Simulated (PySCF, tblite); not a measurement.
**C3H5ClFSi radical: geometry, infrared bands and EPR parameters**

Wanted: the infrared bands and EPR parameters of C3H5ClFSi radical (`F[C@@H]1[C](Cl)[C@@H]1[SiH3]`), by calculation.

Programs: tblite 0.8.0 and PySCF 2.14.0, with density-fitted response routines of our own. Each step states its level of theory. These are calculated values for one molecule in the gas phase, unless marked as measured. Atoms count from 0, in the outputs and in this text.

## Step 1: The starting structure

11 atoms, charge 0, multiplicity 2; geometry from: force field or distance geometry start.

Bonds of the start (Å): F0–C1 1.40, C1–C2 1.50, C2–Cl3 1.75, C2–C4 1.48, C4–Si5 1.83, C4–C1 1.53, C1–H6 1.09, C4–H7 1.10, Si5–H8 1.46, Si5–H9 1.46, Si5–H10 1.48.

## Step 2: Relaxing the molecule with GFN2-xTB

The job: settings as JSON, then the geometry in Å.

```
{"job": {"kind": "relax", "xc": "GFN2-xTB", "basis": "xTB"}, "charge": 0, "multiplicity": 2}
F     -0.592300     1.698100     0.612500
C     -1.113600     0.856600    -0.379600
C     -1.566800    -0.522100     0.013200
Cl    -1.728700    -0.993100     1.689000
C     -0.256200    -0.379500    -0.651400
Si     1.345200    -0.363300     0.243600
H     -1.443600     1.350800    -1.295700
H     -0.190100    -0.709300    -1.701800
H      1.243900    -0.311800     1.698700
H      2.226000    -1.483200    -0.095900
H      2.081400     0.859600    -0.158600
```

The run is started by

```console
> OMP_NUM_THREADS=1 python probes_run.py task.json out
```

One launch serves the whole session: the jobs run in the order shown.

**Question.** This job is followed by: GFN2-xTB harmonic vibrations, gas phase; UKS B3LYP, pcH-1 on C Cl F H Si, non-relativistic, mean-field spin-orbit, GIAO. What will the session give for the following? strongest single infrared mode (GFN2-xTB); zero-point energy (GFN2-xTB); g(iso) (B3LYP); ⟨S²⟩; largest a(iso) (averaged by class); potential on the surface of density 0.002 e/bohr³, 1st and 99th percentile.

The runs gave:

```
                                                                  quantity                 value
                                 strongest single infrared mode (GFN2-xTB)  777 cm⁻¹, 396 km/mol
                                              zero-point energy (GFN2-xTB)         40.1 kcal/mol
                                                            g(iso) (B3LYP)               2.00672
                                                                      ⟨S²⟩    0.753 (exact 0.75)
                                        largest a(iso) (averaged by class)  13C on C2, 349.5 MHz
potential on the surface of density 0.002 e/bohr³, 1st and 99th percentile    -0.85 V and 1.27 V
```

**Reading.** Over 41 steps the energy fell by 0.346 eV; of the close pairs, C4–Si5 changed most, 1.835 to 1.909 Å. No mode is imaginary among the 27: a minimum at this level. The strongest single mode, at 777 cm⁻¹, has its largest shares on H9, H8 and H10 (the list is cut at 3 atoms). Unscaled tight-binding wavenumbers are off by several per cent, some by more. Its intensities can rank the bands wrongly. C2 carries the largest spin population, 0.79 e. The isotropic g lies 4.4 ppt above the free-electron value. These values are for one conformer; the search (at its own cheap level) found 2 more, at 1.04, 1.05 kcal/mol, and measured spectra average over such forms.
